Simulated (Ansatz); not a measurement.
# HfO2: how the settings move a single-point run

Aim: see which settings change the result for HfO2, by how much, and at what cost.

Method: reference: DFT, PBE, all-electron LAPW, non-relativistic, in Ansatz 0.2.0.

## Step 1: The system as given

The structure is cubic, space group Fm-3m (No. 225). The conventional cell has a = 5.098 Å, b = 5.098 Å, c = 5.098 Å, α = 90.00°, β = 90.00°, γ = 90.00°. Hf (site symmetry m-3m) is surrounded by 8 O at 2.21 Å. O (site symmetry -43m) has 4 Hf at 2.21 Å as nearest neighbours.

As a file:

```cif
data_structure
_symmetry_space_group_name_H-M 'Fm-3m'
_symmetry_Int_Tables_number 225
_cell_length_a 5.0976
_cell_length_b 5.0976
_cell_length_c 5.0976
_cell_angle_alpha 90.000
_cell_angle_beta 90.000
_cell_angle_gamma 90.000
_cell_volume 132.47
loop_
_atom_site_label
_atom_site_type_symbol
_atom_site_symmetry_multiplicity
_atom_site_Wyckoff_symbol
_atom_site_fract_x
_atom_site_fract_y
_atom_site_fract_z
_atom_site_occupancy
Hf1 Hf 4 a 0.00000 0.00000 0.00000 1
O1 O 8 c 0.25000 0.75000 0.75000 1
```

## Step 2: Baseline

File input.yaml:

```yaml
crystal:
  lattice:
    - [0.0, 2.5488082158, 2.5488082158]
    - [2.5488082158, 0.0, 2.5488082158]
    - [2.5488082158, 2.5488082158, 0.0]
  atoms:
    - { symbol: Hf, position: [0.0, 0.0, 0.0] }
    - { symbol: O, position: [0.25, 0.25, 0.25] }
    - { symbol: O, position: [0.75, 0.75, 0.75] }
kpoints:
  mp_grid: { grid: [9, 9, 9] }
  band_path:
    path:
      - [0.0, 0.0, 0.0]
      - [0.5, 0.0, 0.5]
      - [0.625, 0.25, 0.625]
      - [0.375, 0.375, 0.75]
      - [0.0, 0.0, 0.0]
      - [0.5, 0.5, 0.5]
      - [0.5, 0.25, 0.75]
      - [0.5, 0.0, 0.5]
    npoints: 8
scf:
  occupations: { method: fermi_dirac, width: 0.02 }
hamiltonian:
  xc: pbe
  pseudopotentials:
    kind: all_electron
    lapw: { basis_error: 0.0005 }
    relativity: none
output:
  forces: true
  stress: true
  eigenvalues: true
  populations: true
```

Command:

```sh
$ ansatz run input.yaml --threads 1 --pin off --max-ram 3072MiB --backend cpu --events-out ev --progress --plain --runs-dir out
```

## Step 3: Changed: occupations.method methfessel_paxton, occupations.width 0.001

Edit input.yaml of step 2 so:

```diff
@@ -23,3 +23,3 @@
 scf:
-  occupations: { method: fermi_dirac, width: 0.02 }
+  occupations: { method: methfessel_paxton, width: 0.001 }
 hamiltonian:
```

Before running it: what results should come out? Wanted: for each run, ending; energy change; pressure; gap; force.

As calculated:

| run | ending | energy change | pressure (GPa) | gap (eV) | force (eV/Å) | cycles | time |
| --- | --- | --- | --- | --- | --- | --- | --- |
| reference | converged | 0 | 8.2 | 3.39 | 0.00 | 10 | 31 s |
| 1: occupations.method methfessel_paxton, occupations.width 0.001 | converged | 0.0 meV/atom (σ→0) | 8.2 | 3.39 | 0.00 | 10 | 32 s |

Residual by cycle in the longest SCF loop of each run; runs are numbered as in the table. The quantity is the density residual dr2, in eV.

| cycle | reference | run 1 |
| --- | --- | --- |
| 1 | 7.67 | 7.67 |
| 2 | 1.71 | 1.71 |
| 3 | 0.266 | 0.266 |
| 4 | 0.0125 | 0.0125 |
| 5 | 0.0157 | 0.0157 |
| 6 | 0.00485 | 0.00485 |
| 7 | 6.5e-6 | 6.5e-6 |
| 8 | 3.8e-6 | 3.8e-6 |
| 9 | 3.6e-7 | 3.6e-7 |
| 10 | 7.7e-9 | 7.7e-9 |

**Reading.** The changed input (smearing) leaves the energy the same to the digits printed. The gap of the reference lacks spin-orbit coupling, though the cell holds Hf.

These are semilocal Kohn-Sham gaps, which aren't the measured quantity. Such gaps usually fall short of the measured ones.
